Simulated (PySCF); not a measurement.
# C6H6O3: the cost of one run

Programs: PySCF 2.14.0, with routines of our own; each step states its level. All values are computed. Atoms count from 0.

## 1. The starting structure

15 atoms, charge 0, multiplicity 1; geometry from: GFN2-xTB.

## 2. Magnetic properties: GIAO B97-2/pcSseg-1

Job settings and geometry (Å):

```
{"job": {"kind": "mag", "xc": "B97-2", "basis": "pcSseg-1", "isotopologues": 0}, "charge": 0, "multiplicity": 1}
C      3.088798     1.695472    -0.497715
C      2.616950     0.672564    -0.081433
C      2.086489    -0.528901     0.426451
C      0.851828    -0.962711     0.171795
O     -0.009769    -0.279646    -0.645926
C     -1.319608    -0.705842    -0.638525
O     -1.961170    -0.395125     0.600887
C     -2.727577     0.691405     0.646013
O     -3.004772     1.410029    -0.261747
H      3.492784     2.589722    -0.867576
H      2.735058    -1.121228     1.054897
H      0.473866    -1.887418     0.592392
H     -1.830761    -0.181329    -1.453489
H     -1.403623    -1.797510    -0.747330
H     -3.092908     0.808505     1.679392
```

Level: GIAO B97-2/pcSseg-1 magnetisability, rotational g tensor and spin-rotation constants, non-relativistic, gas phase.

Command:

```bash
> OMP_NUM_THREADS=1 python excited_run.py task.json out
```

The driver reads the jobs from task.json and runs them one after another.

**Question.** How long does this first job take on 1 thread of Arm Neoverse V1, shared host, and how much memory does it need?

About 38 s, with a peak of 0.8 GiB.
